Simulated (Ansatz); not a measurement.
# Cobalt, A15 under LDA: structure and ground-state energy

What does LDA give for cobalt in the A15 structure? We relax it, then solve it on a dense k-mesh. The start is ferromagnetic. The k-meshes are 6×6×6 for the relaxation; 8×8×8 for the dense run.

Computed with Ansatz 0.2.0 (DFT LDA (PW92), plane waves (420 eV) with PAW, scalar-relativistic; the PAW data stem from PBE, with regenerated cores, unless a step says otherwise).

## Step 1: The starting structure

It takes space group Pm-3n (No. 223, cubic). Conventional cell: a = 4.458 Å, b = 4.458 Å, c = 4.458 Å, α = 90.00°, β = 90.00°, γ = 90.00°. Co (site symmetry m-3) has 12 Co at 2.49 Å as nearest neighbours. Co (site symmetry -4m2) is surrounded by 6 Co at 2.23 to 2.49 Å.

Structure file:

```cif
data_structure
_symmetry_space_group_name_H-M 'P 1'
_symmetry_Int_Tables_number 1
_cell_length_a 4.4579
_cell_length_b 4.4579
_cell_length_c 4.4579
_cell_angle_alpha 90.000
_cell_angle_beta 90.000
_cell_angle_gamma 90.000
_cell_volume 88.59
loop_
_atom_site_label
_atom_site_type_symbol
_atom_site_fract_x
_atom_site_fract_y
_atom_site_fract_z
_atom_site_occupancy
Co1 Co 0.00000 0.00000 0.00000 1
Co2 Co 0.50000 0.50000 0.50000 1
Co3 Co 0.25000 0.00000 0.50000 1
Co4 Co 0.75000 0.00000 0.50000 1
Co5 Co 0.50000 0.25000 0.00000 1
Co6 Co 0.50000 0.75000 0.00000 1
Co7 Co 0.00000 0.50000 0.25000 1
Co8 Co 0.00000 0.50000 0.75000 1
```

Starting moments (μB): +1.7 ×8.

## Step 2: Relaxation of the cell

Contents of input.yaml:

```yaml
crystal:
  lattice:
    - [4.457857647, 0.0, 0.0]
    - [0.0, 4.457857647, 0.0]
    - [0.0, 0.0, 4.457857647]
  atoms:
    - { symbol: Co, position: [0.0, 0.0, 0.0], spin: 1.7 }
    - { symbol: Co, position: [0.5, 0.5, 0.5], spin: 1.7 }
    - { symbol: Co, position: [0.25, 0.0, 0.5], spin: 1.7 }
    - { symbol: Co, position: [0.75, 0.0, 0.5], spin: 1.7 }
    - { symbol: Co, position: [0.5, 0.25, 0.0], spin: 1.7 }
    - { symbol: Co, position: [0.5, 0.75, 0.0], spin: 1.7 }
    - { symbol: Co, position: [0.0, 0.5, 0.25], spin: 1.7 }
    - { symbol: Co, position: [0.0, 0.5, 0.75], spin: 1.7 }
hamiltonian:
  xc: lda
  pseudopotentials:
    kind: paw
    azcp:
      Co: "pseudopotentials/Co.paw.azcp"
basis:
  ecutwfc: 420
  fft_grid_basis: typed
kpoints:
  mp_grid: { grid: [6, 6, 6], shift: [0, 0, 0] }
magnetization:
  spin_polarized: true
scf:
  occupations: { method: fermi_dirac, width: 0.05 }
relax:
  max_steps: 60
  f_tol: 0.01
  cell: {}
```

Further steps of the session: Single point on a dense mesh.

Q: Predict the outcome of this session. Wanted: space group; conventional cell; volume; shortest distance; gap on the mesh; magnetic state; relative to hcp, ferromagnetic.

**Answer**, as computed:

| quantity | value |
| --- | --- |
| space group (spins left aside) | Pm-3n (No. 223) |
| conventional cell | a = 4.343 Å |
| volume | 10.239 Å³/atom |
| shortest distance | 2.171 Å |
| gap on the mesh | none (levels filled in part) |
| magnetic state | ferromagnetic, up to 1.65 μB per atom |
| relative to hcp, ferromagnetic | +129 meV/atom |

In words: The relaxation shrank the cell by 7.5 % in volume. It lies 129 meV/atom above the element's usual form at the same level (hcp, ferromagnetic, from a run of its own). It ends ferromagnetic, with up to 1.65 μB per atom. Levels at the Fermi energy are filled in part, as in a metal. Relaxation kept the symmetry; phonons were not checked.
